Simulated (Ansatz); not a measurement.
# Zr3SiW: the cost of one run

Computed with Ansatz 0.2.0 (DFT PBE, scalar-relativistic, plane waves, PAW, unless a step's input says otherwise).

**1. The system as given**

The structure is tetragonal, space group P4/mmm (No. 123). Conventional cell: a = 4.789 Å, b = 4.789 Å, c = 4.244 Å, α = 90.00°, β = 90.00°, γ = 90.00°. Zr (site symmetry mmm) has 2 W at 2.39 Å and 4 Zr at 3.20 Å and 4 Si at 3.20 Å as nearest neighbours. Zr (site symmetry 4/mmm) has 2 W at 2.12 Å as nearest neighbours. Around Si (site symmetry 4/mmm) lie 12 Zr at 3.20 to 3.39 Å. W (site symmetry 4/mmm) is surrounded by 6 Zr at 2.12 to 2.39 Å.

As a file:

```
CELL_PARAMETERS angstrom
4.78900 0.00000 0.00000
0.00000 4.78900 0.00000
0.00000 0.00000 4.24448
ATOMIC_POSITIONS crystal
Zr 0.00000 0.50000 0.50000
Zr 0.50000 0.00000 0.50000
Zr 0.50000 0.50000 0.00000
Si 0.00000 0.00000 0.00000
W 0.50000 0.50000 0.50000
```

A structure generator made this guess: random cell by space group and Wyckoff sites (P4/mmm, No. 123). Lengths come from tabulated atomic sizes and are only a guess.

**2. Probe: one point on a coarse mesh**

Contents of input.yaml:

```yaml
crystal:
  lattice:
    - [4.78900435, 0.0, 0.0]
    - [0.0, 4.78900435, 0.0]
    - [0.0, 0.0, 4.24448019]
  atoms:
    - { symbol: Zr, position: [0.0, 0.5, 0.5] }
    - { symbol: Zr, position: [0.5, 0.0, 0.5] }
    - { symbol: Zr, position: [0.5, 0.5, 0.0] }
    - { symbol: Si, position: [0.0, 0.0, 0.0] }
    - { symbol: W, position: [0.5, 0.5, 0.5] }
basis:
  ecutwfc: 420
kpoints:
  mp_grid: { grid: [4, 4, 4] }
hamiltonian:
  xc: pbe
scf:
  occupations: { method: gaussian, width: 0.1 }
  lower_state_search: "off"
output:
  forces: true
  stress: true
  eigenvalues: true
```

Run with:

```
$ ansatz run input.yaml --threads 1 --pin off --max-ram 2560MiB --backend cpu --events-out ev --progress --plain --runs-dir out
```

Q: Estimate wall time and peak memory on 1 thread of Intel Xeon 6975P-C (Granite Rapids), shared host.

About 1.9 s, with a peak of 0.42 GiB.
